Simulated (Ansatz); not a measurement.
**FH₄MoN₃: up Jacob's ladder to CCSD(T)**

One table from this session's results is given with a row withheld; the runs are named, their logs left out.

Computed with Ansatz 0.2.0, Gaussian basis. Level: functionals in def2-TZVPP, the program's frozen cores in correlated methods.

Plan: LDA (SPW92), PBE-D4, revPBE-D4, BLYP-D4, r2SCAN-D4, B97M-V, PBE0-D4, B3LYP-D4, r2SCANh-D4, r2SCAN0-D4, HSE06-D4, BHLYP-D4, CAM-B3LYP-D4, LC-ωPBE, ωB97X-V, ωB97M-V, B2PLYP, PBE-QIDH; CCSD(T)/def2-SVP; CCSD(T)/def2-TZVPP; MP2/def2-QZVPP; extrapolation to the limit; RPA on PBE.

## The relaxed structure

An earlier PBE0-D4 in a triple-zeta def2 set relaxation fixed the geometry. Mo takes the def2 core potential; no spin-orbit term is included.

SMILES `[NH]=[Mo](=[NH])([NH2])[F]`, 9 atoms, charge 0, spin multiplicity 1.

Atoms are counted from 1 here; the program's logs count them from 0.

Bond lengths: N1–Mo2 1.724 Å, N1–H6 1.011 Å, Mo2–N3 1.724 Å, Mo2–N4 1.929 Å, Mo2–F5 1.871 Å, N3–H7 1.011 Å, N4–H8 1.008 Å, N4–H9 1.008 Å. Angles: Mo2–N1–H6 154.9°, N1–Mo2–N3 112.0°, N1–Mo2–N4 106.7°, N1–Mo2–F5 109.5°, N3–Mo2–N4 106.7°, N3–Mo2–F5 109.5°, N4–Mo2–F5 112.5°, Mo2–N3–H7 154.9°, Mo2–N4–H8 122.8°, Mo2–N4–H9 122.8°, H8–N4–H9 111.5°.

The first run:

Input file in.yaml:

```yaml
crystal:
  periodic: [false, false, false]
  atoms:
    - {symbol: N, position_ang: [-0.521393, 1.638744, -0.001762]}
    - {symbol: Mo, position_ang: [-0.020179, 0.071335, -0.515719]}
    - {symbol: N, position_ang: [1.687403, -0.131840, -0.392634]}
    - {symbol: N, position_ang: [-0.817352, -1.193806, 0.703468]}
    - {symbol: F, position_ang: [-0.556775, -0.206671, -2.286894]}
    - {symbol: H, position_ang: [-0.378273, 2.579615, 0.337954]}
    - {symbol: H, position_ang: [2.632261, 0.166813, -0.194663]}
    - {symbol: H, position_ang: [-0.324594, -2.001589, 1.052089]}
    - {symbol: H, position_ang: [-1.612597, -0.968902, 1.281261]}
basis:
  gaussian: {orbitals: def2-TZVPP}
hamiltonian: {xc: lda}
output: {orbitals: {seedname: orbitals}}
```

Among the steps run: LDA; PBE-D4 (GGA); revPBE-D4 (GGA); BLYP-D4 (GGA); r2SCAN-D4 (meta-GGA); B97M-V (meta-GGA); PBE0-D4 (hybrid); B3LYP-D4 (hybrid); r2SCANh-D4 (hybrid); r2SCAN0-D4 (hybrid); HSE06-D4 (hybrid); BHLYP-D4 (hybrid); CAM-B3LYP-D4 (range-separated); LC-ωPBE-D4 (range-separated; the results give it without D4); ωB97X-V (range-separated); ωB97M-V (range-separated); B2PLYP (double hybrid); PBE-QIDH (double hybrid).

One table of the session follows, with a row left open; its other results are not shown here.

It belongs to the step «Frontier levels by functional». 

| functional | HOMO (eV) | gap (eV) |
| --- | --- | --- |
| LDA (SPW92) | -6.61 | 4.35 |
| PBE-D4 | -6.39 | 4.34 |
| revPBE-D4 | -6.31 | 4.34 |
| BLYP-D4 | -6.27 | 4.30 |
| r2SCAN-D4 | -6.67 | 4.67 |
| B97M-V | -6.70 | 4.75 |
| PBE0-D4 | -7.70 | 6.41 |
| B3LYP-D4 | -7.48 | 5.95 |
| r2SCANh-D4 | -7.16 | 5.45 |
| r2SCAN0-D4 | -7.91 | 6.64 |
| HSE06-D4 | -7.30 | 5.63 |
| BHLYP-D4 | -8.91 | 8.50 |
| CAM-B3LYP-D4 | -9.07 | 8.83 |
| LC-ωPBE | -10.40 | 11.30 |
| ωB97X-V | ? | ? |
| ωB97M-V | -9.95 | 10.72 |

Q: Estimate the row for ωB97X-V from the others.

The run gave: HOMO (eV): -10.03; gap (eV): 10.87. In the column «HOMO (eV)» it lies between LC-ωPBE (-10.40) and ωB97M-V (-9.95).
